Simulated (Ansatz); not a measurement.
# SnSe: LAPW beside PAW

Aim: solve SnSe at one geometry with full-potential LAPW, PAW on the default files and all-electron PAW on datasets made for the crystal, and see where they agree.

Computed with Ansatz 0.2.0 (DFT LDA, scalar-relativistic, unless a step's input says otherwise).

**1. The starting structure**

Symmetry: Fm-3m, No. 225, cubic system. Conventional cell: a = 6.020 Å, b = 6.020 Å, c = 6.020 Å, α = 90.00°, β = 90.00°, γ = 90.00°. Around Sn (site symmetry m-3m) lie 6 Se at 3.01 Å. Around Se (site symmetry m-3m) lie 6 Sn at 3.01 Å.

Coordinates:

```
Sn Se
1.0
     0.00000    3.01000    3.01000
     3.01000    0.00000    3.01000
     3.01000    3.01000    0.00000
Sn Se
1 1
Direct
  0.00000 0.00000 0.00000
  0.50000 0.50000 0.50000
```

The cell is a deposited one (Crystallography Open Database entry 9008725); the temperature and pressure of the measurement aren't taken into account, and nothing was relaxed.

Atoms are numbered in the order of the input: Sn1, Se2.

**2. Full-potential LAPW**

File input.yaml:

```yaml
crystal:
  lattice:
    - [0.0, 3.01, 3.01]
    - [3.01, 0.0, 3.01]
    - [3.01, 3.01, 0.0]
  atoms:
    - { symbol: Sn, position: [0.0, 0.0, 0.0] }
    - { symbol: Se, position: [0.5, 0.5, 0.5] }
kpoints:
  mp_grid: { grid: [9, 9, 9] }
  band_path:
    path:
      - [0.0, 0.0, 0.0]
      - [0.5, 0.0, 0.5]
      - [0.625, 0.25, 0.625]
      - [0.375, 0.375, 0.75]
      - [0.0, 0.0, 0.0]
      - [0.5, 0.5, 0.5]
      - [0.5, 0.25, 0.75]
      - [0.5, 0.0, 0.5]
    npoints: 14
scf:
  occupations: { method: fermi_dirac, width: 0.02 }
hamiltonian:
  xc: lda
  pseudopotentials: { kind: all_electron, lapw: { basis_error: 0.00025 } }
output:
  forces: true
  stress: true
  eigenvalues: true
  populations: true
  dos: { projected: true, de: 0.2, e_range: [-14, 8] }
```

Command:

```sh
$ ansatz run input.yaml --threads 1 --pin off --max-ram 3072MiB --backend cpu --events-out ev --progress --plain --runs-dir out
```

**3. PAW on the default files**

Changes to input.yaml since step 2:

```diff
@@ -25,3 +25,3 @@
   xc: lda
-  pseudopotentials: { kind: all_electron, lapw: { basis_error: 0.00025 } }
+  pseudopotentials: { kind: paw }
 output:
@@ -30,3 +30,9 @@
   eigenvalues: true
+  efg: { contact_densities: true }
   populations: true
+  bader: true
   dos: { projected: true, de: 0.2, e_range: [-14, 8] }
+  write_density: true
+  write_potential: true
+  elf: true
+  volumetric_format: npy
```

**4. All-electron PAW on datasets made for the crystal**

Changes to input.yaml since step 3:

```diff
@@ -20,3 +20,3 @@
       - [0.5, 0.0, 0.5]
-    npoints: 14
+    npoints: 8
 scf:
@@ -25,3 +25,3 @@
   xc: lda
-  pseudopotentials: { kind: paw }
+  pseudopotentials: { kind: all_electron, datasets: crystal }
 output:
@@ -31,8 +31 @@
   efg: { contact_densities: true }
-  populations: true
-  bader: true
-  dos: { projected: true, de: 0.2, e_range: [-14, 8] }
-  write_density: true
-  write_potential: true
-  elf: true
-  volumetric_format: npy
```

(Steps that only read results are left out.)

**Question.** What will these runs give? Wanted: pressure; gap; Bader charges; highest ELF.

**Answer**, as computed:

| quantity | value |
| --- | --- |
| pressure | LAPW -3.25, PAW -3.26, crystal datasets -3.25 GPa |
| gap (LAPW) | 0.18 eV, direct, on the line L–W |
| Bader charges (PAW) | Sn1 +0.81, Se2 -0.81 e |
| highest ELF (PAW) | 0.79, 0.80 Å from Se |

What this shows: The pressure of -3.2 GPa pushes the cell to shrink, with the atoms held in place. A gap opens: 0.18 eV, direct, on the line L–W. It is the Kohn-Sham gap of a semilocal functional, which mostly lies below the gap found in experiment. Se 4p states make 56 % of the projected weight in the top eV of the valence band. The projection holds only the free atom's occupied shells (Sn 5s, Sn 5p, Se 4s, Se 4p in this range). PAW lies less than 0.01 GPa from LAPW in pressure and less than 0.01 eV in the gap.
